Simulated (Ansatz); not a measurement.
# BCl2F (dichlorofluoroborane): CCSD(T)/STO-3G

What is the vertical ionisation energy of BCl2F (dichlorofluoroborane) at CCSD(T)/STO-3G? 

The results are computed with Ansatz 0.2.0.

67 further runs of the same task are left out: 4 that didn't finish, 63 set aside as unsound or not needed.

**1. The system as given**

BCl2F has 4 atoms, charge 0, and is taken as a singlet. As SMILES, `FB(Cl)Cl`. The shape is that of a PBE0-D4/def2-TZVP optimisation.

Bond lengths: F1–B2 1.310 Å, B2–Cl3 1.739 Å, B2–Cl4 1.739 Å. Angles: F1–B2–Cl3 119.3°, F1–B2–Cl4 119.3°, Cl3–B2–Cl4 121.5°.

**2. A single-point energy at CCSD(T)/STO-3G**

File in.yaml:

```yaml
basis:
  gaussian:
    orbitals: STO-3G
crystal:
  periodic: [false, false, false]
  atoms:
    - {symbol: F, position_ang: [0.114370, -1.165320, -0.781190]}
    - {symbol: B, position_ang: [0.007910, -0.080610, -0.054040]}
    - {symbol: Cl, position_ang: [-1.549540, 0.373780, 0.571420]}
    - {symbol: Cl, position_ang: [1.427260, 0.872140, 0.263810]}
correlation:
  method: ccsd_t
  frozen_orbitals: {B: 1, Cl: 5, F: 1}
accuracy: high
scf:
  omitted_lower_state_checks: [cluster_reference, increment]
```

The run is started by

```sh
$ ansatz run in.yaml --threads 1 --pin off --max-ram 3480MiB --events-out events.jsonl --progress --plain --runs-dir runs
```

Log, shortened:

```text
Warning: RAYON_NUM_THREADS=1 ignored (pool sized by the plan → 1); use --threads N
Functional definition: HF
  name "HF"
[...]
522 factors; integrals over basis functions are off by at most 3.1e-8 eV
[...]
mean field -28074.36482939 eV, -1031.7138779922 hartree, gradient 1.0e-8 eV, S^2 0.000000; 0 other end points of the search recorded, 0 dependent functions left out
12 core orbitals not correlated: weight in the atoms' cores, before any rotation towards them, 1.000 or more for the frozen orbitals, at most 0.000 for the correlated occupied ones
reference -28074.36482939 eV, -1031.7138779922 hartree; 12, 12 occupied and 4, 4 virtual orbitals, 522 factors
second order -2.09094324 eV of doubles, -0.00000000 eV of singles
cycle   1  -2.19468581 eV  change   -1.0e-1 eV  update   7.9e-2
[...]
cycle  18  -2.39158766 eV  change  -5.0e-10 eV  update   1.0e-9
perturbative correction -0.16255600 eV, -0.0059738227 hartree
Total energy: -28076.91897305 eV, -1031.8077410403 hartree
Checks for a lower state left out: cluster_reference, increment
```

Run time: 0.36 s. Hardware: 1 thread of Arm Neoverse V1, shared host.

**3. The doublet cation at the same level**

File run.yaml:

```yaml
crystal:
  periodic: [false, false, false]
  atoms:
    - {symbol: F, position_ang: [0.114370, -1.165320, -0.781190]}
    - {symbol: B, position_ang: [0.007910, -0.080610, -0.054040]}
    - {symbol: Cl, position_ang: [-1.549540, 0.373780, 0.571420]}
    - {symbol: Cl, position_ang: [1.427260, 0.872140, 0.263810]}
basis:
  gaussian:
    orbitals: STO-3G
total_charge: 1
magnetization:
  spin_polarized: true
  initial_magnetization: 1
correlation:
  method: ccsd_t
  frozen_orbitals: {B: 1, Cl: 5, F: 1}
accuracy: high
scf:
  omitted_lower_state_checks: [cluster_reference, increment]
```

The run is started by

```sh
$ ansatz run run.yaml --threads 1 --pin off --max-ram 3480MiB --events-out events.jsonl --progress --plain --runs-dir runs
```

Log, shortened:

```text
Warning: RAYON_NUM_THREADS=1 ignored (pool sized by the plan → 1); use --threads N
[... 2 set-up lines as earlier in the session ...]
[...]
522 factors; integrals over basis functions are off by at most 3.1e-8 eV
[...]
mean field -28063.48722531 eV, -1031.3141334152 hartree, gradient 2.1e-8 eV, S^2 0.752649; 16 other end points of the search recorded, 0 dependent functions left out
12 core orbitals not correlated: weight in the atoms' cores, before any rotation towards them, 1.000 or more for the frozen orbitals, at most 0.000 for the correlated occupied ones
reference -28063.48722531 eV, -1031.3141334152 hartree; 12, 11 occupied and 4, 5 virtual orbitals, 522 factors
second order -2.36679394 eV of doubles, -0.00000000 eV of singles
cycle   1  -2.44863528 eV  change   -8.2e-2 eV  update   1.0e-1
[...]
cycle  39  -2.87130550 eV  change   4.6e-10 eV  update   1.7e-9
perturbative correction -0.26960722 eV, -0.0099078826 hartree
Total energy: -28066.62813802 eV, -1031.4295598285 hartree
Checks for a lower state left out: cluster_reference, increment
```

It took 2.5 s on 1 thread of Arm Neoverse V1, shared host; peak memory 0.092 GiB.

**4. Outcome**

Level: CCSD(T)/STO-3G, 12 core orbitals frozen.

```
                                                    quantity           value
                                 singlet BCl2F: total energy  -1031.80774 Eh
 singlet BCl2F: correlation energy (12 core orbitals frozen)       -93.9 mEh
                               singlet BCl2F: (T) correction       -5.97 mEh
                                singlet BCl2F: T1 diagnostic           0.014
                                doublet cation: total energy  -1031.42956 Eh
doublet cation: correlation energy (12 core orbitals frozen)      -115.4 mEh
                              doublet cation: (T) correction       -9.91 mEh
           doublet cation: ⟨S²⟩ of the reference determinant           0.753
                               doublet cation: T1 diagnostic           0.077
          vertical ionisation energy (to the doublet cation)       10.291 eV
```

What this shows: Removing an electron at fixed nuclei costs 10.29 eV (993 kJ/mol). In a minimal basis such a difference can be off by several eV, whatever the method. The triples (singlet BCl2F) make up 6.4 % of the correlation energy. The T1 diagnostic (doublet cation) of 0.077 is above the customary mark for such species, so a single reference may not serve. The triples (doublet cation) make up 8.6 % of the correlation energy.
